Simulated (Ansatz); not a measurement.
I need a single point in a Gaussian basis of C3HN3Si, SMILES N#C[SiH](C#N)C#N. Use the Ansatz DFT code, driven from Python. Settings: B3LYP, def2-SVPD basis, multiplicity 1, D4 dispersion.

```xyz
8

N     2.4820   -1.6932   -0.0991
C     1.4125   -1.1030    0.0092
Si   -0.2713   -0.2296    0.2057
C    -0.9981    0.0181   -1.4530
N    -1.5966    0.1391   -2.4935
C    -0.0078    1.4401    1.0807
N     0.1531    2.4443    1.6299
H    -1.0816   -1.0728    1.0643
```

`c3hn3si.py`
```python
"""Single point of C3HN3Si."""

import warnings

import ansatz as az


def main() -> None:
    warnings.simplefilter("ignore", az.DeckWarning)

    geometry_ang = [
        ("N", (2.482, -1.6932, -0.0991)),
        ("C", (1.4125, -1.103, 0.0092)),
        ("Si", (-0.2713, -0.2296, 0.2057)),
        ("C", (-0.9981, 0.0181, -1.453)),
        ("N", (-1.5966, 0.1391, -2.4935)),
        ("C", (-0.0078, 1.4401, 1.0807)),
        ("N", (0.1531, 2.4443, 1.6299)),
        ("H", (-1.0816, -1.0728, 1.0643)),
    ]
    geometry = az.Crystal.molecule()
    for symbol, xyz in geometry_ang:
        geometry = geometry.atom(symbol, xyz)

    model = (
        geometry.calculation()
        .basis(gaussian="def2-SVPD")
        .functional("b3lyp", dispersion="d4")
    )
    out = model.run(threads=1, pin="off")
    report = out.report

    print(f"E = {report['free_energy_ev']:.6f} eV = {report['free_energy_ev'] / 27.211386246:.7f} Ha")
    print("converged:", report["converged"], " doubts:", report["published_state_doubts"] or "none")


if __name__ == "__main__":
    main()
```

```console
$ python c3hn3si.py
E = -15465.585830 eV = -568.3497963 Ha
converged: True  doubts: none
```

Caveats:
- Total energies depend on the basis set; only differences at equal settings carry meaning.
- The geometry is a force-field or estimated start, not a minimum of this method, and the basis set is short of its limit.
- b3lyp holds the VWN-RPA fit, as in Gaussian; the form of ORCA and Turbomole is b3lyp5.
- Timing: 7.1 s on 1 thread of Arm Neoverse V1, on a shared host, peak memory 0.35 GiB.
